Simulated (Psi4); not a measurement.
# One shape, several levels: C2H3ClSi (SMILES ClC1=C[SiH2]1)

Wanted: a comparison of 5 runs (B3LYP/def2-SVP, M06-L/def2-SVP, SVWN5/def2-SVP, r2SCAN/def2-SVP, revPBE/def2-SVP) of C2H3ClSi. 

Program for the calculation: Psi4 1.11.

### Step 1. The structure to begin with

C2H3ClSi has 7 atoms, charge 0, and is taken as a singlet. SMILES: `ClC1=C[SiH2]1`. The C3–H5 distance was set to 1.947 Å, away from the relaxed value. At this shape a bond of the SMILES string is far longer than usual.

Bond lengths: Cl1–C2 1.700 Å, C2–C3 1.327 Å, C2–Si4 1.804 Å, C3–Si4 1.819 Å, Si4–H6 1.482 Å, Si4–H7 1.482 Å. Angles: Cl1–C2–C3 135.8°, Cl1–C2–Si4 155.1°, C3–C2–Si4 69.2°, C2–C3–Si4 67.9°, C2–Si4–C3 43.0°, C2–Si4–H6 121.6°, C2–Si4–H7 121.6°, C3–Si4–H6 121.6°, C3–Si4–H7 121.6°, H6–Si4–H7 111.4°.

### Step 2. Energy and forces at B3LYP/def2-SVP (run 1)

Contents of c2h3clsi.xyz:

```xyz
7
C2H3ClSi
Cl    -1.881732    -2.018271     0.004396
C     -1.070532    -0.544871    -0.243904
C      0.124268    -0.054971     0.059596
Si    -0.898432     1.146629    -0.846004
H      1.727500    -0.673800     0.975600
H     -1.550332     2.286329    -0.158304
H     -0.664732     1.441229    -2.279704
```

Contents of calc.py:

```python
import psi4

psi4.set_memory(2200000000)
psi4.set_num_threads(1)
psi4.set_output_file('output.dat', False)

with open('c2h3clsi.xyz') as f:
    atoms = ''.join(f.readlines()[2:])
geom = psi4.geometry('0 1\n' + atoms + 'symmetry c1')

psi4.set_options({
    'basis': 'def2-SVP',
    'puream': True,
    'e_convergence': 1e-09,
    'd_convergence': 1e-08,
    'scf_type': 'pk',
    'dft_radial_points': 99,
    'dft_spherical_points': 590,
})

result, w = psi4.gradient('b3lyp', return_wfn=True)
psi4.oeprop(w, 'QUADRUPOLE', 'WIBERG_LOWDIN_INDICES', 'DIPOLE', title='B3LYP')
print('gradient / Eh bohr^-1')
print(result.np.round(6))
print(f'energy = {w.energy():.10f} Eh')
for k, v in sorted(psi4.core.scalar_variables().items()):
    print(f'{k:45s} {v:18.10f}')
```

Run with:

```sh
$ python calc.py
```

output.dat:

```text
[...]
  Running in c1 symmetry.
[...]
  Nuclear repulsion =  177.189739206301880
[...]
  Multiplicity = 1
[...]
  Nalpha       = 23
  Nbeta        = 23
[...]
    Number of basis functions: 79
[...]
   @RKS iter   1:  -826.84556119500257    2.17346e-01   9.83080e-03 DIIS/ADIIS
[...]
   @RKS iter  12:  -827.24332367727436   -8.86757e-12   6.39841e-09 DIIS
[...]
  @RKS Final Energy:  -827.24332367727436
   => Energetics <=
    Nuclear Repulsion Energy =            177.1897392063018799
    One-Electron Energy =               -1492.1220986406026441
    Two-Electron Energy =                 536.8442706941282268
    DFT Exchange-Correlation Energy =     -49.1552349371019019
    Empirical Dispersion Energy =           0.0000000000000000
    VV10 Nonlocal Energy =                  0.0000000000000000
    Total Energy =                       -827.2433236772743612
[...]
  -Total Gradient:
     Atom            X                  Y                   Z
    ------   -----------------  -----------------  -----------------
       1        0.008336994384     0.006171661436     0.001017565521
       2       -0.012851589381     0.021710947897    -0.014002047620
       3       -0.053655064450     0.016157502554    -0.028852281278
       4       -0.003913568814    -0.020995250315     0.006738080443
       5        0.059861469523    -0.020844198137     0.033302889556
       6        0.001532825847    -0.001504028314    -0.000112958542
       7        0.000688323334    -0.000692216980     0.001906741287
[...]
```

The script printed:

```text
gradient / Eh bohr^-1
[[ 0.008337  0.006172  0.001018]
 [-0.012852  0.021711 -0.014002]
 [-0.053655  0.016158 -0.028852]
 [-0.003914 -0.020995  0.006738]
 [ 0.059861 -0.020844  0.033303]
 [ 0.001533 -0.001504 -0.000113]
 [ 0.000688 -0.000692  0.001907]]
energy = -827.2433236773 Eh
CURRENT ENERGY                                   -827.2433236773
CURRENT REFERENCE ENERGY                         -827.2433236773
DD SOLVATION ENERGY                                 0.0000000000
DFT FUNCTIONAL TOTAL ENERGY                      -827.2433236773
DFT TOTAL ENERGY                                 -827.2433236773
DFT VV10 ENERGY                                     0.0000000000
DFT XC ENERGY                                     -49.1552349371
GRID ELECTRONS ALPHA                               22.9999999710
GRID ELECTRONS BETA                                22.9999999710
GRID ELECTRONS TOTAL                               45.9999999419
NUCLEAR REPULSION ENERGY                          177.1897392063
ONE-ELECTRON ENERGY                             -1492.1220986406
PCM POLARIZATION ENERGY                             0.0000000000
PE ENERGY                                           0.0000000000
SCF ITERATION ENERGY                             -827.2433236773
SCF ITERATIONS                                     12.0000000000
SCF TOTAL ENERGY                                 -827.2433236773
TWO-ELECTRON ENERGY                               536.8442706941
XC GRID RADIAL POINTS                              99.0000000000
XC GRID SPHERICAL POINTS                          590.0000000000
XC GRID TOTAL POINTS                           387835.0000000000
```

Run time: 11 s. Hardware: 1 thread of Intel Xeon 6975P-C (Granite Rapids), shared host; peak memory 0.99 GiB.

### Step 3. The energy at M06-L/def2-SVP (run 2)

Contents of c2h3clsi.in:

```
memory 2.2 GB

molecule {
  0 1
  Cl    -1.881732    -2.018271     0.004396
  C     -1.070532    -0.544871    -0.243904
  C      0.124268    -0.054971     0.059596
  Si    -0.898432     1.146629    -0.846004
  H      1.727500    -0.673800     0.975600
  H     -1.550332     2.286329    -0.158304
  H     -0.664732     1.441229    -2.279704
  symmetry c1
}

set {
  basis                def2-SVP
  puream               true
  e_convergence        1e-09
  d_convergence        1e-08
  scf_type             pk
  dft_radial_points    99
  dft_spherical_points 590
}

result, w = energy("m06-l", return_wfn=True)
oeprop(w, "LOWDIN_CHARGES", "DIPOLE", "MULLIKEN_CHARGES")
```

Run with:

```sh
$ psi4 c2h3clsi.in c2h3clsi.out -n 1
```

c2h3clsi.out:

```text
[...]
  Running in c1 symmetry.
[...]
  Nuclear repulsion =  177.189739206301880
[...]
  Multiplicity = 1
[...]
  Nalpha       = 23
  Nbeta        = 23
[...]
    Number of basis functions: 79
[...]
   @RKS iter   1:  -826.75322794170381    2.94735e-01   1.05156e-02 DIIS/ADIIS
[...]
   @RKS iter  14:  -827.21138307805541   -4.54747e-13   3.15096e-09 DIIS
[...]
  @RKS Final Energy:  -827.21138307805541
   => Energetics <=
    Nuclear Repulsion Energy =            177.1897392063018799
    One-Electron Energy =               -1492.1677159697753723
    Two-Electron Energy =                 548.7283078904374634
    DFT Exchange-Correlation Energy =     -60.9617142050194545
    Empirical Dispersion Energy =           0.0000000000000000
    VV10 Nonlocal Energy =                  0.0000000000000000
    Total Energy =                       -827.2113830780554053
[...]
 Multipole Moments:
 ------------------------------------------------------------------------------------
     Multipole            Electronic (a.u.)      Nuclear  (a.u.)        Total (a.u.)
 ------------------------------------------------------------------------------------
 L = 1.  Multiply by 2.5417464519 to convert [e a0] to [Debye]
 Dipole X            :         -3.5934130            3.4380118           -0.1554012
 Dipole Y            :         -5.1382223            5.6443084            0.5060861
 Dipole Z            :          0.5468603           -0.8133271           -0.2664668
 Magnitude           :                                                    0.5926864
[...]
```

It took 19 s on 1 thread of Intel Xeon 6975P-C (Granite Rapids), shared host; peak memory 1.1 GiB.

Runs 3 to 4 aren't shown in full; the table further down has their settings and results.

### Step 4. A single-point energy at revPBE/def2-SVP (run 5)

Contents of calc.in:

```
memory 2.2 GB

molecule molecule1 {
  0 1
  Cl    -1.881732    -2.018271     0.004396
  C     -1.070532    -0.544871    -0.243904
  C      0.124268    -0.054971     0.059596
  Si    -0.898432     1.146629    -0.846004
  H      1.727500    -0.673800     0.975600
  H     -1.550332     2.286329    -0.158304
  H     -0.664732     1.441229    -2.279704
  symmetry c1
  no_reorient
  no_com
}

set basis def2-SVP
set reference rks
set puream true
set e_convergence 1e-09
set d_convergence 1e-08
set scf_type pk
set dft_radial_points 99
set dft_spherical_points 590

energy("revpbe")
print_variables()
```

Run with:

```sh
$ psi4 -n 1 calc.in calc.out
```

calc.out:

```text
[...]
  Running in c1 symmetry.
[...]
  Nuclear repulsion =  177.189739206301880
[...]
  Multiplicity = 1
[...]
  Nalpha       = 23
  Nbeta        = 23
[...]
    Number of basis functions: 79
[...]
   @RKS iter   1:  -826.48722264242542    4.60748e-01   1.17912e-02 DIIS/ADIIS
[...]
   @RKS iter  14:  -827.05762546948904   -5.45697e-12   4.42697e-09 DIIS
[...]
  @RKS Final Energy:  -827.05762546948904
   => Energetics <=
    Nuclear Repulsion Energy =            177.1897392063018799
    One-Electron Energy =               -1492.0632809035437276
    Two-Electron Energy =                 548.5896684841534352
    DFT Exchange-Correlation Energy =     -60.7737522564006980
    Empirical Dispersion Energy =           0.0000000000000000
    VV10 Nonlocal Energy =                  0.0000000000000000
    Total Energy =                       -827.0576254694890395
[...]
 Multipole Moments:
 ------------------------------------------------------------------------------------
     Multipole            Electronic (a.u.)      Nuclear  (a.u.)        Total (a.u.)
 ------------------------------------------------------------------------------------
 L = 1.  Multiply by 2.5417464519 to convert [e a0] to [Debye]
 Dipole X            :         95.6624436          -95.8707952           -0.2083516
 Dipole Y            :         35.9375668          -35.5326999            0.4048669
 Dipole Z            :         26.8458472          -27.0940995           -0.2482523
 Magnitude           :                                                    0.5186105
[...]
```

It took 9.9 s on 1 thread of Intel Xeon 6975P-C (Granite Rapids), shared host; peak memory 0.99 GiB.

### Step 5. All runs side by side

```
run            level      task  energy (Eh)  dipole moment (D)  HOMO energy (eV)  LUMO energy (eV)  wall time
  1   B3LYP/def2-SVP  gradient  -827.243324               1.40             -7.30             -2.69       11 s
  2   M06-L/def2-SVP    energy  -827.211383               1.51             -6.72             -3.20       19 s
  3   SVWN5/def2-SVP    energy  -823.855868               1.03             -6.58             -3.36      6.6 s
  4  r2SCAN/def2-SVP    energy  -827.109639               1.41             -6.79             -3.26       20 s
  5  revPBE/def2-SVP    energy  -827.057625               1.32             -6.49             -3.27      9.9 s
```

### Step 6. What came out

| quantity | value |
| --- | --- |
| run 5: total energy | -827.05763 Eh |
| run 5: dipole moment | 1.32 D |
| run 5: HOMO energy | -6.49 eV |
| run 5: LUMO energy | -3.27 eV |
| run 5: HOMO–LUMO gap | 3.22 eV |

The dipole moment (its size) runs from 1.03 D (SVWN5/def2-SVP) to 1.51 D (M06-L/def2-SVP). The HOMO–LUMO gap runs from 3.22 eV (revPBE/def2-SVP) to 4.61 eV (B3LYP/def2-SVP). Totals of different functionals can't be ranked against each other. In runs 1, 2, 3, 4, 5 a closed-shell determinant meets a far-stretched bond, which it describes badly. All runs together took 66 s, the longest 20 s.
